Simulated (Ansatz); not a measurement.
Runs of Ansatz 0.2.0 on Al3Pd. The structure is cubic, space group Pm-3m (No. 221). Conventional cell: a = 3.947 Å, b = 3.947 Å, c = 3.947 Å, α = 90.00°, β = 90.00°, γ = 90.00°. Around Pd (site symmetry m-3m) lie 12 Al at 2.79 Å. Around Al (site symmetry 4/mmm) lie 4 Pd at 2.79 Å and 8 Al at 2.79 Å. The cell comes from a database or a generator and needn't be the stable form of this composition.

| level | potentials or basis | cutoff (eV) | basis error allowed | pressure (GPa) |
| --- | --- | --- | --- | --- |
| PBEsol | all-electron LAPW, scalar-relativistic | 189 | 0.002 eV/atom | -1.9 |
| PBEsol | all-electron LAPW, non-relativistic | 189 | 0.002 eV/atom | 0.9 |
| PBE | all-electron LAPW, scalar-relativistic | 189 | 0.002 eV/atom | 1.4 |
| LDA | all-electron LAPW, scalar-relativistic | 189 | 0.002 eV/atom | (a) |
| PBEsol | all-electron PAW datasets made for the crystal | 260 | - | -1.9 |

Alike in all rows: task band structure; no spin polarisation; cell as given; k mesh 7 × 7 × 7; smearing fermi-dirac 0.05 eV.

Problem. Fill in the values left out.

Solution. (a) -4.8.

Caveats: relativity is left out, which matters for the heavier elements (some runs).

Not every run made on this cell is shown here.
